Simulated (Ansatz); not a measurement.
## TaVN2 in Ansatz: the effect of fixed moment

Crystal: TaVN2.

```xyz
4
Lattice="3.0499 0.0000 0.0000 0.0000 3.0499 0.0000 0.0000 0.0000 4.2961" Properties=species:S:1:pos:R:3 pbc="T T T"
Ta    0.0000    0.0000    0.0000
V     1.5249    1.5249    2.1480
N     1.5249    1.5249    0.0000
N     0.0000    0.0000    2.1480
```

The cell comes from a database or a generator and needn't be the stable form of this composition.

Alike in all runs:

* Program: Ansatz 0.2.0
* Task: single point
* Functional: PBEsol
* Potentials or basis: Ansatz PAW
* Cutoff: 420 eV (not typed: the program's choice for these potentials)
* k mesh: 7 × 7 × 5
* Occupations: fermi-dirac, width 0.05 eV

```tsv
fixed moment	spin	starting moments	energy over the lowest run (meV/atom)	pressure (GPa)
0	collinear spin, program default start	-	0.0	-12.7
0.5	collinear spin, ferromagnetic start	[0.0, 0.5, 0.0, 0.0] μB	4.1	-12.0
1	collinear spin, ferromagnetic start	[0.0, 1.0, 0.0, 0.0] μB	8.3	-10.5
1.5	collinear spin, ferromagnetic start	[0.0, 1.5, 0.0, 0.0] μB	15.7	-8.8
2	collinear spin, ferromagnetic start	[0.0, 2.0, 0.0, 0.0] μB	34.6	-6.6
2.5	collinear spin, ferromagnetic start	[0.0, 2.5, 0.0, 0.0] μB	80.1	-3.8
3	collinear spin, ferromagnetic start	[0.0, 3.0, 0.0, 0.0] μB	?	?
4	collinear spin, ferromagnetic start	[0.0, 4.0, 0.0, 0.0] μB	514.9	9.1
```

Problem. What does the run with fixed moment 3 give?

Solution. Energy over the lowest run 160.3 meV/atom; pressure -0.4 GPa.

Worked out: A parabola through the other rows of the energy over the lowest run, of slope 229 meV/atom per unit of fixed moment there, gives 218.1 meV/atom, against the run's 160.3. A parabola through the other rows of the pressure, of slope 7.78 GPa per unit of fixed moment there, gives 0.1 GPa, against the run's -0.4.

Caveats: the total moment is fixed, so each spin has its own Fermi level; the PAW data sets come from PBE, with cores solved anew for the run's functional, which leaves a small shift of forces and pressure; the thresholds are loose for stress.

Runs at the PBE level aren't shown here.
